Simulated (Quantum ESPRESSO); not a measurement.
CoO in Quantum ESPRESSO: the effect of Hubbard term

CoO:

```xyz
4
Lattice="3.2019 0.0000 0.0000 -1.6010 2.7729 0.0000 0.0000 0.0000 4.4627" Properties=species:S:1:pos:R:3 pbc="T T T"
Co    0.0000    0.0000    0.0000
Co    0.0000    0.0000    2.2313
O     0.0000    1.8486    1.1157
O     1.6010    0.9243    3.3470
```

Measurements of this composition are mostly on another form, of space group No. 225.

Alike in all runs:

* Program: Quantum ESPRESSO 7.5
* Task: single point
* Functional: LDA
* Potentials or basis: GBRV 1.5 LDA
* Cutoff: 762 eV
* Density cutoff: 6095 eV
* k mesh: 7 × 7 × 4
* Occupations: gaussian, width 0.05 eV
* Spin: collinear spin, antiferromagnetic start
* Starting moments: [3.0, -3.0, 0.0, 0.0] μB
* Hubbard projectors: atomic
* Double: 5
* Start of the occupations: atomic
* Moments locked: none
* Magnetic state asked for: afm
* Form of the LDA correlation: PZ81

Q: One run gave: pressure -13.4 GPa. Which Hubbard term did it use?
A. Co d U = 8 eV
B. Co d U = 1 eV
C. Co d U = 5 eV
D. Co d U = 2 eV
E. Co d U = 6 eV

A: D.

| Hubbard term | pressure (GPa) |
| --- | --- |
| Co d U = 1 eV | -19.5 |
| Co d U = 2 eV | -13.4 |
| Co d U = 5 eV | -9.5 |
| Co d U = 6 eV | -7.3 |
| Co d U = 8 eV | -2.4 |
